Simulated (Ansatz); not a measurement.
# CH4InNS: a ladder of functionals and wavefunction methods

An exercise on one series of results from a longer session: the logs are not shown, and one member is left open.

Computed with Ansatz 0.2.0, Gaussian basis. Level: functionals in def2-TZVPP, the program's frozen cores in correlated methods.

Levels to be run: LDA (SPW92), PBE-D4, revPBE-D4, BLYP-D4, r2SCAN-D4, B97M-V, PBE0-D4, B3LYP-D4, r2SCANh-D4, r2SCAN0-D4, HSE06-D4, BHLYP-D4, CAM-B3LYP-D4, LC-ωPBE, ωB97X-V, ωB97M-V, B2PLYP, PBE-QIDH; CCSD(T)/def2-SVP; CCSD(T)/def2-TZVPP; MP2/def2-QZVPP; extrapolation to the limit; RPA on PBE.

### The geometry

The geometry comes from an earlier relaxation with PBE0-D4 in a triple-zeta def2 set; it is a stationary point, not always the lowest conformer. In takes the def2 core potential; no spin-orbit term is included.

SMILES `S=C[NH][InH2]`, 8 atoms, charge 0, spin multiplicity 1.

Atoms are counted from 1 here; the program's logs count them from 0.

Bond lengths: S1–C2 1.636 Å, C2–N3 1.340 Å, C2–H5 1.094 Å, N3–In4 2.069 Å, N3–H6 1.015 Å, In4–H7 1.703 Å, In4–H8 1.702 Å. Angles: S1–C2–N3 126.6°, S1–C2–H5 119.9°, N3–C2–H5 113.5°, C2–N3–In4 126.2°, C2–N3–H6 111.7°, In4–N3–H6 122.2°, N3–In4–H7 111.7°, N3–In4–H8 112.3°, H7–In4–H8 136.0°.

The first run:

in.yaml reads:

```yaml
crystal:
  periodic: [false, false, false]
  atoms:
    - {symbol: S, position_ang: [1.077556, 2.713604, 0.357448]}
    - {symbol: C, position_ang: [0.504271, 1.285052, -0.197055]}
    - {symbol: N, position_ang: [0.104854, 0.242592, 0.543702]}
    - {symbol: In, position_ang: [-0.618601, -1.559105, -0.172530]}
    - {symbol: H, position_ang: [0.418695, 1.113441, -1.274599]}
    - {symbol: H, position_ang: [0.195983, 0.431766, 1.536707]}
    - {symbol: H, position_ang: [-0.658790, -1.589650, -1.874298]}
    - {symbol: H, position_ang: [-1.023957, -2.637710, 1.080624]}
basis:
  gaussian: {orbitals: def2-TZVPP}
hamiltonian: {xc: lda}
output: {orbitals: {seedname: orbitals}}
```

Steps of the session up to this table: LDA; PBE-D4 (GGA); revPBE-D4 (GGA); BLYP-D4 (GGA); r2SCAN-D4 (meta-GGA); B97M-V (meta-GGA); PBE0-D4 (hybrid); B3LYP-D4 (hybrid); r2SCANh-D4 (hybrid); r2SCAN0-D4 (hybrid); HSE06-D4 (hybrid); BHLYP-D4 (hybrid); CAM-B3LYP-D4 (range-separated); LC-ωPBE (range-separated); ωB97X-V (range-separated); ωB97M-V (range-separated); B2PLYP (double hybrid); PBE-QIDH (double hybrid).

One of the session's tables, all rows but one given; the rest of the session is left out.

It belongs to the step «Frontier levels by functional». 

| functional | HOMO (eV) | LUMO (eV) | gap (eV) |
| --- | --- | --- | --- |
| LDA (SPW92) | -5.03 | -3.17 | 1.86 |
| PBE-D4 | -4.86 | -2.92 | 1.93 |
| revPBE-D4 | -4.79 | -2.82 | 1.97 |
| BLYP-D4 | -4.71 | -2.88 | 1.83 |
| r2SCAN-D4 | -5.04 | -2.70 | 2.34 |
| B97M-V | ? | ? | ? |
| PBE0-D4 | -5.96 | -2.23 | 3.73 |
| B3LYP-D4 | -5.74 | -2.49 | 3.25 |
| r2SCANh-D4 | -5.46 | -2.45 | 3.01 |
| r2SCAN0-D4 | -6.09 | -2.08 | 4.01 |
| HSE06-D4 | -5.57 | -2.58 | 2.98 |
| BHLYP-D4 | -6.95 | -1.59 | 5.36 |
| CAM-B3LYP-D4 | -7.24 | -1.44 | 5.80 |
| LC-ωPBE | -8.59 | -0.36 | 8.23 |
| ωB97X-V | -8.24 | -0.48 | 7.76 |
| ωB97M-V | -8.10 | -0.72 | 7.37 |

**Question.** Estimate the row for B97M-V.

As computed: HOMO (eV): -5.11; LUMO (eV): -2.93; gap (eV): 2.18. In the column «HOMO (eV)» it lies between r2SCANh-D4 (-5.46) and r2SCAN-D4 (-5.04).
